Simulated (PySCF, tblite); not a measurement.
# C₉H₁₄P−: infrared bands and NMR shifts

Wanted: the infrared bands and NMR shifts of C₉H₁₄P− (`Cc1c[p-]cc1C(C)(C)C`), by calculation.

Programs: tblite 0.8.0 and PySCF 2.14.0, with density-fitted response routines of our own. Each step states its level of theory. These are calculated values for one molecule in the gas phase, unless marked as measured. Atoms are numbered from 0 throughout.

### Step 1. The starting structure

24 atoms, charge -1, multiplicity 1; geometry from: GFN2-xTB.

Bonds of the start (Å): C0–C1 1.50, C1–C2 1.38, C2–P3 1.74, P3–C4 1.74, C4–C5 1.39, C5–C6 1.52, C6–C7 1.54, C6–C8 1.53, C6–C9 1.54, C5–C1 1.42, C0–H10 1.09, C0–H11 1.09, C0–H12 1.09, C2–H13 1.08, C4–H14 1.08, C7–H15 1.09, C7–H16 1.08, C7–H17 1.09, C8–H18 1.09, C8–H19 1.09, C8–H20 1.09, C9–H21 1.09, C9–H22 1.09, C9–H23 1.09.

### Step 2. Vibrational analysis with GFN2-xTB

Job settings and geometry (Å):

```
{"job": {"kind": "ir", "xc": "GFN2-xTB", "basis": "xTB"}, "charge": -1, "multiplicity": 1}
C      2.104862    -0.823052     0.888008
C      1.629560     0.382649     0.123907
C      2.537649     1.357970    -0.239504
P      1.828250     2.700219    -1.086494
C      0.280662     1.918714    -0.945860
C      0.311734     0.702652    -0.282501
C     -0.923139    -0.162729    -0.090447
C     -1.082275    -0.606558     1.371327
C     -2.203518     0.593655    -0.468923
C     -0.836403    -1.401537    -0.996023
H      1.718079    -1.761218     0.484502
H      3.194255    -0.869344     0.841318
H      1.827040    -0.769276     1.945537
H      3.597633     1.304172    -0.024167
H     -0.599986     2.386095    -1.359346
H     -2.051016    -1.089352     1.521187
H     -0.309912    -1.312048     1.656907
H     -1.020812     0.257162     2.030639
H     -3.078594    -0.035515    -0.289118
H     -2.194839     0.868362    -1.520830
H     -2.300215     1.499476     0.125797
H      0.035367    -2.002639    -0.752933
H     -0.749863    -1.091258    -2.035573
H     -1.726255    -2.026836    -0.889856
```

**Question.** This job is followed by: GIAO PBE0/pcSseg-1 NMR shielding, non-relativistic, gas phase. Predict these results of the whole session: strongest single infrared mode (GFN2-xTB); zero-point energy (GFN2-xTB); ¹³C shifts against TMS (PBE0/pcSseg-1, means over atoms taken as alike); ¹H shifts against TMS (PBE0/pcSseg-1, means over atoms taken as alike); ³¹P shifts against H3PO4 (PBE0/pcSseg-1).

**Answer**, as computed:

```
                                                               quantity                                             value
                              strongest single infrared mode (GFN2-xTB)                             2966 cm⁻¹, 390 km/mol
                                           zero-point energy (GFN2-xTB)                                    127.1 kcal/mol
¹³C shifts against TMS (PBE0/pcSseg-1, means over atoms taken as alike)  138.8, 132.7, 129.3, 120.6, 36.0, 34.1, 24.4 ppm
 ¹H shifts against TMS (PBE0/pcSseg-1, means over atoms taken as alike)                        6.69, 6.68, 2.63, 1.30 ppm
                               ³¹P shifts against H3PO4 (PBE0/pcSseg-1)                                          59.3 ppm
```

All 66 modes are real, so the xTB geometry is a minimum. The strongest single mode, at 2966 cm⁻¹, moves mainly H18 and H15. GFN2-xTB is a fitted tight-binding method: band positions and strengths are rough. Its intensities can rank the bands wrongly. At PBE0/pcSseg-1: The widest tensor belongs to P3: span 316 ppm, with a paramagnetic part of -711 ppm. NICS(1)zz of -28 ppm above the planar ring from C1 marks a diatropic (aromatic) ring current.
